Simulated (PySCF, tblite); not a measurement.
**C7H14BNSi: geometry, infrared bands and NMR shifts**

What infrared bands and NMR shifts should C7H14BNSi (`B[C@@H](C#C)[SiH2]N1CCCC1`) show?

The runs use tblite 0.8.0 and PySCF 2.14.0, with density-fitted response routines of our own; the level of theory stands in each step. All values are computed, except where a source is named. Atoms are numbered from 0 throughout.

## (1) The starting structure

24 atoms, charge 0, multiplicity 1; geometry from: force field or distance geometry start.

Bonds of the start (Å): B0–C1 1.61, C1–C2 1.45, C2–C3 1.22, C1–Si4 1.88, Si4–N5 1.77, N5–C6 1.46, C6–C7 1.51, C7–C8 1.54, C8–C9 1.51, C9–N5 1.44, B0–H10 1.20, B0–H11 1.18, C1–H12 1.14, C3–H13 1.05, Si4–H14 1.50, Si4–H15 1.46, C6–H16 1.12, C6–H17 1.09, C7–H18 1.09, C7–H19 1.10, C8–H20 1.11, C8–H21 1.11, C9–H22 1.10, C9–H23 1.11.

## (2) Relaxing the molecule with GFN2-xTB

Job settings and geometry (Å):

```
{"job": {"kind": "relax", "xc": "GFN2-xTB", "basis": "xTB"}, "charge": 0, "multiplicity": 1}
B      3.436300    -1.010700     0.021900
C      2.298200     0.129800    -0.018900
C      2.679200     1.167900    -0.961600
C      2.961300     2.041500    -1.765700
Si     0.670700    -0.619700    -0.572600
N     -0.613100    -0.426000     0.629700
C     -1.111700     0.935900     0.509600
C     -2.447100     0.827800    -0.178800
C     -2.931100    -0.501100     0.423400
C     -1.682500    -1.331200     0.291800
H      3.057100    -2.147200    -0.060400
H      4.584000    -0.749000    -0.051000
H      2.192400     0.572400     1.031400
H      3.205500     2.795900    -2.459700
H      0.252400     0.181900    -1.765800
H      0.851800    -1.989400    -1.040000
H     -1.262600     1.370800     1.536000
H     -0.424500     1.543600    -0.074600
H     -2.300600     0.678000    -1.250200
H     -3.132600     1.659500     0.060800
H     -3.798700    -0.915100    -0.134700
H     -3.170600    -0.353300     1.495400
H     -1.599100    -1.610400    -0.768800
H     -1.726400    -2.232000     0.943800
```

Launch:

```console
OMP_NUM_THREADS=1 python probes_run.py task.json out
```

This one command runs all jobs of the session in turn.

**Question.** This job is followed by: GFN2-xTB harmonic vibrations, gas phase; GIAO PBE0/pcSseg-1 NMR shielding, non-relativistic, gas phase. What will the session give for the following? strongest single infrared mode (GFN2-xTB); zero-point energy (GFN2-xTB); 13C shifts against TMS (PBE0/pcSseg-1, means over atoms taken as alike); 1H shifts against TMS (PBE0/pcSseg-1, means over atoms taken as alike); 11B shifts against BF3·OEt2 (PBE0/pcSseg-1); 29Si shifts against TMS (PBE0/pcSseg-1); 15N shifts against NH3 (PBE0/pcSseg-1); surface potential, 1st and 99th percentile.

**Answer**, as computed:

```
                                                               quantity                                                     value
                              strongest single infrared mode (GFN2-xTB)                                     2155 cm⁻¹, 410 km/mol
                                           zero-point energy (GFN2-xTB)                                            119.2 kcal/mol
13C shifts against TMS (PBE0/pcSseg-1, means over atoms taken as alike)                          90.5, 76.6, 50.2, 36.0, 30.7 ppm
 1H shifts against TMS (PBE0/pcSseg-1, means over atoms taken as alike)  7.52, 4.88, 4.81, 3.83, 3.64, 2.92, 1.85, 1.83, 1.67 ppm
                            11B shifts against BF3·OEt2 (PBE0/pcSseg-1)                                                  81.7 ppm
                                29Si shifts against TMS (PBE0/pcSseg-1)                                                 -50.4 ppm
                                 15N shifts against NH3 (PBE0/pcSseg-1)                                                  23.4 ppm
                                  surface potential, 1st and 99th percentile                                        -0.90 V and 1.29 V
```

The optimisation took 147 steps and gained 1.094 eV; among the close pairs (by a distance rule), B0–C1 changed most, from 1.612 to 1.542 Å. The lowest mode is imaginary (29i cm⁻¹), so the xTB geometry is not a minimum. The strongest single mode, at 2155 cm⁻¹, moves mainly H14. Unscaled tight-binding wavenumbers are off by several per cent, some by more. Its intensities can rank the bands wrongly. At PBE0/pcSseg-1: Shielding is most anisotropic at C2 (span 300 ppm, paramagnetic term -166 ppm). By nearest atom (PBE0/pcSseg-1), the HOMO sits on N5 59 %; H14, H16, H23 about 6 % each and the LUMO on B0 46 %; H10, H11 about 14 % each.
